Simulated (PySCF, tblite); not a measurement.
**C₃H₁₁Si₂ radical: geometry, infrared bands and EPR parameters**

Aim: predict the infrared bands and EPR parameters of C₃H₁₁Si₂ radical (`[CH2]CC([SiH3])[SiH3]`).

Programs: tblite 0.8.0 and PySCF 2.14.0, with density-fitted response routines of our own. Each step states its level of theory. These are calculated values for one molecule in the gas phase, unless marked as measured. Atoms count from 0, in the outputs and in this text.

## (1) Starting geometry

16 atoms, charge 0, multiplicity 2; geometry from: force field or distance geometry start.

Bonds of the start (Å): C0–C1 1.52, C1–C2 1.51, C2–Si3 1.84, C2–Si4 1.88, C0–H5 1.13, C0–H6 1.12, C1–H7 1.11, C1–H8 1.10, C2–H9 1.10, Si3–H10 1.49, Si3–H11 1.47, Si3–H12 1.47, Si4–H13 1.45, Si4–H14 1.48, Si4–H15 1.49.

## (2) Relaxing the molecule with GFN2-xTB

What the job is given:

```
{"job": {"kind": "relax", "xc": "GFN2-xTB", "basis": "xTB"}, "charge": 0, "multiplicity": 2}
C     -2.265900    -0.503200    -0.099400
C     -1.166700     0.536800     0.036500
C      0.154500     0.070800    -0.535500
Si     0.831000    -1.465100     0.213300
Si     1.392800     1.438300    -0.161000
H     -2.860700    -0.505000     0.867100
H     -1.722800    -1.474900    -0.207300
H     -1.042500     0.861700     1.089600
H     -1.457000     1.425700    -0.541000
H      0.053100    -0.091400    -1.620000
H      0.915000    -2.502800    -0.853400
H      0.071800    -1.962600     1.371800
H      2.211100    -1.214900     0.651900
H      2.735500     0.900100    -0.006000
H      1.260800     2.392000    -1.288000
H      0.882400     2.103500     1.069900
```

Command:

```sh
$ OMP_NUM_THREADS=1 python probes_run.py task.json out
```

This one command runs all jobs of the session in turn.

The program printed:

```text
step      E/eV     max force
  0    -417.89561    3.323
  1    -418.16054    1.969
  2    -418.31710    0.823
  3    -418.38008    0.737
  4    -418.46049    0.578
  5    -418.49342    0.567
  6    -418.53486    0.613
  7    -418.57779    0.677
  8    -418.61497    0.536
  9    -418.63695    0.388
 10    -418.64862    0.321
 11    -418.65679    0.240
 12    -418.66509    0.191
 13    -418.67117    0.149
 14    -418.67509    0.135
 15    -418.67862    0.164
 16    -418.68213    0.155
 17    -418.68476    0.139
 18    -418.68680    0.110
 19    -418.68912    0.190
 20    -418.69253    0.231
 21    -418.69696    0.179
 22    -418.70003    0.134
 23    -418.70238    0.137
 24    -418.70524    0.190
 25    -418.70926    0.237
 26    -418.71379    0.216
 27    -418.71770    0.159
 28    -418.72076    0.143
 29    -418.72372    0.159
 30    -418.72735    0.172
 31    -418.73172    0.171
 32    -418.73623    0.178
 33    -418.74042    0.152
 34    -418.74405    0.154
 35    -418.74715    0.225
 36    -418.75056    0.189
 37    -418.75451    0.135
 38    -418.75974    0.183
 39    -418.76261    0.211
 40    -418.76478    0.191
 41    -418.76700    0.179
 42    -418.76935    0.171
 43    -418.77468    0.165
 44    -418.77869    0.174
 45    -418.78108    0.094
 46    -418.78243    0.136
 47    -418.78361    0.113
 48    -418.78658    0.128
 49    -418.78860    0.121
 50    -418.79100    0.126
 51    -418.79295    0.127
 52    -418.79518    0.116
 53    -418.79739    0.115
 54    -418.79916    0.101
 55    -418.80044    0.097
 56    -418.80139    0.141
 57    -418.80284    0.112
 58    -418.80513    0.113
 59    -418.80790    0.123
 60    -418.81016    0.114
 61    -418.81166    0.160
 62    -418.81314    0.127
 63    -418.81486    0.123
 64    -418.81665    0.116
 65    -418.81848    0.101
 66    -418.81951    0.141
 67    -418.82112    0.147
 68    -418.82262    0.122
 69    -418.82563    0.103
 70    -418.82746    0.089
 71    -418.82873    0.080
 72    -418.82953    0.057
 73    -418.83042    0.069
 74    -418.83149    0.074
 75    -418.83256    0.074
 76    -418.83320    0.108
 77    -418.83369    0.056
 78    -418.83405    0.049
 79    -418.83473    0.037
 80    -418.83504    0.028
 81    -418.83538    0.034
 82    -418.83554    0.037
 83    -418.83574    0.039
 84    -418.83596    0.039
 85    -418.83621    0.044
 86    -418.83651    0.047
 87    -418.83692    0.054
 88    -418.83744    0.064
 89    -418.83803    0.058
 90    -418.83855    0.046
 91    -418.83894    0.038
 92    -418.83928    0.038
 93    -418.83968    0.047
 94    -418.84019    0.051
 95    -418.84078    0.054
 96    -418.84126    0.046
 97    -418.84155    0.035
 98    -418.84173    0.035
 99    -418.84190    0.037
100    -418.84210    0.040
101    -418.84228    0.032
102    -418.84243    0.029
103    -418.84257    0.032
104    -418.84278    0.041
105    -418.84318    0.058
106    -418.84364    0.053
107    -418.84397    0.031
108    -418.84414    0.026
109    -418.84424    0.027
110    -418.84435    0.032
111    -418.84447    0.029
112    -418.84461    0.021
113    -418.84472    0.016
114    -418.84477    0.020
115    -418.84483    0.022
116    -418.84491    0.017
117    -418.84497    0.020
118    -418.84502    0.024
119    -418.84506    0.025
120    -418.84511    0.021
121    -418.84517    0.017
122    -418.84523    0.013
123    -418.84526    0.013
124    -418.84527    0.011
125    -418.84530    0.011
126    -418.84533    0.011
127    -418.84538    0.015
128    -418.84542    0.013
129    -418.84545    0.011
130    -418.84546    0.009
```

Wall time 0.62 s (1 thread of Arm Neoverse V2, shared host).

Relaxation path: (not every step is listed)

```tsv
step	energy from step 0 (eV)	largest force (eV/Å)
0	0.0000	3.3229
1	-0.2649	1.9688
2	-0.4215	0.8227
3	-0.4845	0.7367
4	-0.5649	0.5780
5	-0.5978	0.5673
6	-0.6393	0.6126
7	-0.6822	0.6772
8	-0.7194	0.5363
19	-0.7935	0.1896
30	-0.8317	0.1723
41	-0.8714	0.1794
52	-0.8996	0.1155
63	-0.9193	0.1232
74	-0.9359	0.0740
85	-0.9406	0.0445
96	-0.9457	0.0458
107	-0.9484	0.0314
118	-0.9494	0.0241
125	-0.9497	0.0110
126	-0.9497	0.0114
127	-0.9498	0.0153
128	-0.9498	0.0128
129	-0.9498	0.0111
130	-0.9499	0.0093
```

Close pairs (by a distance rule), those that changed most:

```tsv
bond	before (Å)	after (Å)	change (Å)
C2–Si3	1.838	1.908	+0.070
C0–H5	1.135	1.072	-0.063
C0–C1	1.519	1.466	-0.054
C0–H6	1.118	1.074	-0.045
C1–C2	1.513	1.553	+0.040
Si3–H10	1.491	1.465	-0.026
Si4–H15	1.489	1.464	-0.025
C2–Si4	1.882	1.904	+0.021
```

The end geometry stands in the next job.

## (3) Vibrational analysis with GFN2-xTB

What the job is given:

```
{"job": {"kind": "ir", "xc": "GFN2-xTB", "basis": "xTB"}, "charge": 0, "multiplicity": 2}
C     -2.071608    -0.679180    -0.174501
C     -1.192515     0.484713    -0.029072
C      0.264506     0.114529    -0.417780
Si     0.784685    -1.492441     0.468866
Si     1.429232     1.592572    -0.129606
H     -2.458226    -1.201738     0.677686
H     -2.277958    -1.074175    -1.151305
H     -1.205832     0.846532     1.000614
H     -1.518199     1.303708    -0.682808
H      0.270274    -0.101006    -1.491990
H      0.106914    -2.660254    -0.098648
H      0.469816    -1.385041     1.894177
H      2.230240    -1.675042     0.306607
H      2.772626     1.260677    -0.604356
H      0.926360     2.751474    -0.875643
H      1.462087     1.923616     1.296347
```

The program printed:

```text
mode    cm-1     km/mol
  1      54.5      5.45
  2     117.2      0.02
  3     125.4      0.10
  4     160.3      7.52
  5     183.9      0.85
  6     198.4      0.63
  7     276.7      1.06
  8     325.4      1.66
  9     478.5     72.70
 10     503.8     29.10
 11     506.7     28.47
 12     517.3      8.31
 13     565.3     68.80
 14     663.0     63.83
 15     770.7     93.86
 16     779.2    591.24
 17     783.2    177.87
 18     791.8    102.82
 19     800.7    335.69
 20     803.3     79.49
 21     811.6    253.25
 22     856.5     65.04
 23     987.4      9.63
 24    1018.4     20.21
 25    1110.5     45.82
 26    1138.1      0.64
 27    1203.2      5.18
 28    1245.1      5.03
 29    1301.9      0.47
 30    1402.7      1.44
 31    1479.7      0.13
 32    2228.9    270.91
 33    2237.4    319.29
 34    2248.5     69.21
 35    2255.2    177.73
 36    2262.1    390.69
 37    2267.6    593.18
 38    2883.5     40.20
 39    2911.1     51.58
 40    2974.8     43.78
 41    3127.3     17.21
 42    3170.9     32.39
```

Wall time 0.37 s (1 thread of Arm Neoverse V2, shared host).

Which atoms move in the most intense modes:

```tsv
cm⁻¹	km/mol	atoms
779	591.2	H11 34 %, H10 27 %, H14 11 %, H15 11 %
783	177.9	H13 36 %, H14 23 %, H11 15 %, H10 12 %
801	335.7	H12 20 %, H14 18 %, H11 16 %, H15 15 %
812	253.2	H10 32 %, H12 29 %, H14 10 %
2229	270.9	H14 67 %, H12 21 %
2237	319.3	H12 59 %, H14 26 %
2262	390.7	H11 49 %, H15 34 %, H13 12 %
2268	593.2	H13 78 %, H11 11 %
```

## (4) EPR parameters: B3LYP/pcH-1

The job, as its differences from that of step 3:

```diff
@@ -1,2 +1,2 @@
-{"job": {"kind": "ir", "xc": "GFN2-xTB", "basis": "xTB"}, "charge": 0, "multiplicity": 2}
+{"job": {"kind": "epr", "basis": "pcH-1"}, "charge": 0, "multiplicity": 2}
 C     -2.071608    -0.679180    -0.174501
```

With the program's defaults for keys left out, this is: UKS B3LYP, pcH-1 on C H Si, non-relativistic, mean-field spin-orbit, GIAO.

The program printed:

```text
UKS, coarse grid
  cycle   1  E = -699.84948828  |g| = 2.96e-01
  cycle   2  E = -699.82526328  |g| = 3.51e-01
  cycle   3  E = -699.88801593  |g| = 5.93e-02
  cycle   4  E = -699.88972542  |g| = 1.90e-02
  cycle   5  E = -699.88989256  |g| = 6.80e-03
  cycle   6  E = -699.88991831  |g| = 1.53e-03
  cycle   7  E = -699.88991998  |g| = 7.93e-04
UKS, final grid
  cycle   1  E = -699.88993271  |g| = 8.85e-04
  cycle   2  E = -699.88993254  |g| = 1.09e-03
  cycle   3  E = -699.88993308  |g| = 8.01e-05
  cycle   4  E = -699.88993308  |g| = 3.62e-05
  cycle   5  E = -699.88993308  |g| = 1.84e-05
E = -699.88993308 Eh   <S^2> = 0.7537 (exact 0.7500)
g shifts (ppm)      1          2          3
  rmc          -142       -142       -142
  gc              7         38         30
  oz_so           0        547        836
  total        -135        443        724
hyperfine (MHz)  atom isotope    a_iso     a_fc   dipolar eigenvalues
    0   13C      88.18      88.28    -80.62    -79.87    160.49
    1   13C     -31.99     -32.00     -2.44      0.54      1.91
    2   13C      85.70      85.71     -6.30     -5.93     12.23
    3  29Si      -5.12      -5.12     -0.62     -0.28      0.91
    4  29Si      -8.20      -8.22     -4.77      2.35      2.42
    5    1H     -64.77     -64.78    -39.30      0.26     39.05
    6    1H     -62.25     -62.26    -38.65     -0.46     39.11
    7    1H       6.16       6.15     -5.19     -3.95      9.14
    8    1H      77.98      77.98     -5.27     -4.02      9.29
    9    1H      -3.98      -3.98     -5.14     -2.60      7.74
   10    1H      12.92      12.92     -3.89     -2.58      6.47
   11    1H      -0.18      -0.18     -2.02     -1.91      3.93
   12    1H       2.87       2.87     -1.25     -0.72      1.97
   13    1H       4.19       4.19     -0.98     -0.38      1.36
   14    1H       0.39       0.39     -1.16     -0.54      1.70
   15    1H      -0.76      -0.76     -0.98     -0.68      1.66
```

It took 48 s on 1 thread of Arm Neoverse V2, shared host; peak memory 0.99 GiB.

Principal g values 2.00218, 2.00276, 2.00304; g(iso) = 2.00266, against 2.00232 for a free electron.

Mean a(iso) over the nuclei that a row names, and the largest dipolar term of the row (other rows stand at the frozen geometry):

```tsv
nuclei	isotope	a(iso) (MHz)	a(iso) (G, at g = 2.0023)	largest dipolar term (MHz)
C0	13C	88.2	31.5	160.5
C2	13C	85.7	30.6	12.2
H5, H6	1H	-63.5	-22.7	-39.3
H7, H8	1H	42.1	15.0	9.3
C1	13C	-32.0	-11.4	-2.4
Si3, Si4	29Si	-6.7	-2.4	-4.8
H9	1H	-4.0	-1.4	7.7
H10, H11, H12, H13, H14, H15	1H	3.2	1.2	6.5
```

Mulliken spin populations:

C0 1.06; C1 -0.08; C2 0.05; Si3 0.01; Si4 0.02; H5 -0.05; H6 -0.04; H7 0.00; H8 0.03; H9 0.00; H10 0.00; H11 0.00; H12 0.00; H13 0.00; H14 0.00; H15 0.00

In first order the couplings over 0.8 MHz of 1H give 126 distinct lines over 83.7 G, if the averaged nuclei exchange fast.

The fields below are evaluated on a grid from the run's orbitals.

ELF in a plane through or near 7 of the atoms.

Ten even steps from ' ' (0.00) to '@' (1.00):
```
                                                        
                                                        
                                                        
              ....          ::..                        
          ..**%%##--      **@@%%::                      
        ::%%@@@@@@@@    ::@@@@@@**..  ::==--..          
        --@@@@@@@@@@--  ..@@@@@@**::--****==::          
        ..**@@@@@@@@--..  ==##****##**####==..          
          ::==::::..==##**##%%++##%%..::**--..          
      ..--**##..##++++@@++--##++--******++--            
      ==##@@@@##..  ##%%++::**==  ::****==::            
    ..##@@@@@@@@%%----==##@@%%**::..                    
      ++%%@@@@@@--    ..==..==..==%%%%==                
        ..==--      ++%%%%::**--##@@@@@@##..            
                  ##@@@@@@@@==--@@@@@@@@%%::            
                ::@@@@@@@@@@##::--**%%##==              
                ..%%@@@@@@@@==..  ..::::                
                  ..++####==..                          
                                                        
                                                        
```
The map spans 11.1 Å across and 10.6 Å up, centred on the molecule. Atoms in the plane (x, y in Å): C0 (2.0, 0.8), C2 (-0.3, 0.0), Si3 (0.3, -1.7), Si4 (-2.1, 0.4), H8 (0.4, 2.1), H12 (-0.7, -2.7), H14 (-2.5, 1.7).

On the surface of density 0.002 e/bohr³ the electrostatic potential runs, from the 1st to the 99th percentile, from -0.26 V near C0 to 0.98 V near H15.

The spin density lies nearest to C0 63 %; H5, H6 about 10 % each.

## (5) Outcome

```
                                 quantity                  value
strongest single infrared mode (GFN2-xTB)  2268 cm⁻¹, 593 km/mol
             zero-point energy (GFN2-xTB)          72.2 kcal/mol
                           g(iso) (B3LYP)                2.00266
                                     ⟨S²⟩     0.754 (exact 0.75)
       largest a(iso) (averaged by class)    13C on C0, 88.2 MHz
    surface potential, 1st and 99th percentile     -0.26 V and 0.98 V
```

What this shows: Relaxing lowered the energy by 0.950 eV in 130 steps; the close pair that moved most is C2–Si3, from 1.838 to 1.908 Å. No mode is imaginary among the 42: a minimum at this level. The strongest single mode, at 2268 cm⁻¹, moves mainly H13. GFN2-xTB is a fitted tight-binding method: band positions and strengths are rough. Its intensities can rank the bands wrongly. Most of the unpaired spin sits on C0 (1.06 e). The isotropic g lies 0.3 ppt above the free-electron value.
